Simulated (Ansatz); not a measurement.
# CH₅FGeOSi: up Jacob's ladder to CCSD(T)

One table from this session's results is given with a row withheld; the runs are named, their logs left out.

Method: functionals in def2-TZVPP, the program's frozen cores in correlated methods; program: Ansatz 0.2.0, Gaussian basis.

Plan: LDA (SPW92), PBE-D4, revPBE-D4, BLYP-D4, r2SCAN-D4, B97M-V, PBE0-D4, B3LYP-D4, r2SCANh-D4, r2SCAN0-D4, HSE06-D4, BHLYP-D4, CAM-B3LYP-D4, LC-ωPBE, ωB97X-V, ωB97M-V, B2PLYP, PBE-QIDH; CCSD(T)/def2-SVP; CCSD(T)/def2-TZVPP; MP2/def2-QZVPP; extrapolation to the limit; RPA on PBE.

## The relaxed structure

The geometry comes from an earlier relaxation with PBE0-D4 in a triple-zeta def2 set; it is a stationary point, not always the lowest conformer.

SMILES `F[SiH]1[CH2][GeH2][O]1`, 10 atoms, charge 0, spin multiplicity 1.

Atoms are counted from 1 here; the program's logs count them from 0.

Bond lengths: F1–Si2 1.594 Å, Si2–C3 1.879 Å, Si2–O5 1.643 Å, Si2–H6 1.479 Å, C3–Ge4 1.969 Å, C3–H7 1.090 Å, C3–H8 1.089 Å, Ge4–O5 1.831 Å, Ge4–H9 1.535 Å, Ge4–H10 1.535 Å. Angles: F1–Si2–C3 112.1°, F1–Si2–O5 112.0°, F1–Si2–H6 106.1°, C3–Si2–O5 94.7°, C3–Si2–H6 118.5°, O5–Si2–H6 113.5°, Si2–C3–Ge4 83.9°, Si2–C3–H7 116.2°, Si2–C3–H8 116.0°, Ge4–C3–H7 113.9°, Ge4–C3–H8 115.3°, H7–C3–H8 109.7°, C3–Ge4–O5 86.0°, C3–Ge4–H9 117.4°, C3–Ge4–H10 118.3°, O5–Ge4–H9 109.3°, O5–Ge4–H10 109.8°, H9–Ge4–H10 112.3° and more.

The first run:

in.yaml

```yaml
crystal:
  periodic: [false, false, false]
  atoms:
    - {symbol: F, position_ang: [-2.062630, 0.904759, 1.106745]}
    - {symbol: Si, position_ang: [-0.533219, 0.968189, 0.661105]}
    - {symbol: C, position_ang: [0.289486, -0.720240, 0.712416]}
    - {symbol: Ge, position_ang: [0.421141, -0.481561, -1.237356]}
    - {symbol: O, position_ang: [-0.373536, 1.144864, -0.964340]}
    - {symbol: H, position_ang: [0.073230, 2.072152, 1.435717]}
    - {symbol: H, position_ang: [1.254003, -0.769556, 1.217800]}
    - {symbol: H, position_ang: [-0.338585, -1.548716, 1.038194]}
    - {symbol: H, position_ang: [1.820998, -0.270228, -1.830025]}
    - {symbol: H, position_ang: [-0.467789, -1.350863, -2.137357]}
basis:
  gaussian: {orbitals: def2-TZVPP}
hamiltonian: {xc: lda}
output: {orbitals: {seedname: orbitals}}
```

Among the steps run: LDA; PBE-D4 (GGA); revPBE-D4 (GGA); BLYP-D4 (GGA); r2SCAN-D4 (meta-GGA); B97M-V (meta-GGA); PBE0-D4 (hybrid); B3LYP-D4 (hybrid); r2SCANh-D4 (hybrid); r2SCAN0-D4 (hybrid); HSE06-D4 (hybrid); BHLYP-D4 (hybrid); CAM-B3LYP-D4 (range-separated); LC-ωPBE (range-separated); ωB97X-V (range-separated); ωB97M-V (range-separated); B2PLYP (double hybrid); PBE-QIDH (double hybrid).

One table of the session follows, with a row left open; its other results are not shown here.

It belongs to the step «Orbital energies across the functionals». 

| functional | HOMO (eV) | gap (eV) |
| --- | --- | --- |
| LDA (SPW92) | -7.22 | 5.70 |
| PBE-D4 | -7.10 | 5.85 |
| revPBE-D4 | -7.04 | 5.92 |
| BLYP-D4 | -6.98 | 5.85 |
| r2SCAN-D4 | -7.39 | 6.45 |
| B97M-V | -7.47 | 6.42 |
| PBE0-D4 | -8.38 | 7.97 |
| B3LYP-D4 | -8.17 | 7.53 |
| r2SCANh-D4 | -7.86 | 7.21 |
| r2SCAN0-D4 | -8.56 | 8.34 |
| HSE06-D4 | -7.98 | 7.20 |
| BHLYP-D4 | ? | ? |
| CAM-B3LYP-D4 | -9.72 | 10.29 |
| LC-ωPBE | -11.05 | 12.83 |
| ωB97X-V | -10.70 | 12.31 |
| ωB97M-V | -10.54 | 11.90 |

**Question.** Estimate the row for BHLYP-D4.

Worked estimate for «HOMO (eV)». Against the share of exact exchange, BLYP-D4 (0, -6.98), B3LYP-D4 (0.2, -8.17) give a slope of -5.95 per unit share; at 0.5 the line stands at -9.95.

The run gave: HOMO (eV): -9.53; gap (eV): 9.98. In «HOMO (eV)» the line misses by -0.42.
